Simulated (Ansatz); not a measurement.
# Si3N4: the cost of one run

Method: DFT LDA, scalar-relativistic, plane waves, PAW, in Ansatz 0.2.0.

A COD entry behind a cell of this session may itself be a prediction, so a difference from it is no test against experiment.

### 1 The system as given

The structure is cubic, space group Fd-3m (No. 227). The conventional cell has a = 7.446 Å, b = 7.446 Å, c = 7.446 Å, α = 90.00°, β = 90.00°, γ = 90.00°. Si (site symmetry -3m) is surrounded by 6 N at 1.81 Å. Si (site symmetry -43m) has 4 N at 1.71 Å in its first shell of neighbours. N (site symmetry 3m) is surrounded by 4 Si at 1.71 to 1.81 Å.

As a file:

```xyz
14
Lattice="0.0000 3.7231 3.7231 3.7231 0.0000 3.7231 3.7231 3.7231 0.0000" Properties=species:S:1:pos:R:3 pbc="T T T"
Si    0.9308    0.9308    0.9308
Si    0.9308    2.7923    2.7923
Si    2.7923    2.7923    0.9308
Si    2.7923    0.9308    2.7923
Si    3.7231    3.7231    3.7231
Si    5.5847    5.5847    5.5847
N     6.5705    6.5705    6.5705
N     2.7372    4.7090    4.7090
N     4.5988    4.5988    6.5705
N     4.7090    2.7372    4.7090
N     6.5705    4.5988    4.5988
N     2.7372    2.7372    2.7372
N     4.5988    6.5705    4.5988
N     4.7090    4.7090    2.7372
```

The structure rests on an entry of the Crystallography Open Database; cell or positions may have been set otherwise for this series.

### 2 Relaxing the atoms: Si3N4, no spin

Contents of input.yaml:

```yaml
crystal:
  lattice:
    - [0.0, 3.7231025, 3.7231025]
    - [3.7231025, 0.0, 3.7231025]
    - [3.7231025, 3.7231025, 0.0]
  atoms:
    - { symbol: Si, position: [0.125, 0.125, 0.125] }
    - { symbol: Si, position: [0.625, 0.125, 0.125] }
    - { symbol: Si, position: [0.125, 0.125, 0.625] }
    - { symbol: Si, position: [0.125, 0.625, 0.125] }
    - { symbol: Si, position: [0.5, 0.5, 0.5] }
    - { symbol: Si, position: [0.75, 0.75, 0.75] }
    - { symbol: "N", position: [0.8824, 0.8824, 0.8824] }
    - { symbol: "N", position: [0.8972, 0.3676, 0.3676] }
    - { symbol: "N", position: [0.8824, 0.8824, 0.3528] }
    - { symbol: "N", position: [0.3676, 0.8972, 0.3676] }
    - { symbol: "N", position: [0.3528, 0.8824, 0.8824] }
    - { symbol: "N", position: [0.3676, 0.3676, 0.3676] }
    - { symbol: "N", position: [0.8824, 0.3528, 0.8824] }
    - { symbol: "N", position: [0.3676, 0.3676, 0.8972] }
scf:
  occupations: { method: fixed }
output:
  forces: true
  stress: true
  eigenvalues: true
  write_density: true
  write_potential: true
  elf: true
  volumetric_format: npy
kpoints:
  mp_grid: { grid: [5, 5, 5] }
hamiltonian:
  xc: lda
relax:
  f_tol: 0.003
  max_steps: 60
```

On the command line:

```console
$ ansatz run input.yaml --threads 8 --pin off --max-ram 32768MiB --backend cpu --events-out ev --progress --plain --runs-dir out
```

Q: Estimate wall time and peak memory on 8 threads of Intel Xeon Platinum 8488C (Sapphire Rapids), shared host.

About 1.7 s, with a peak of 0.59 GiB.
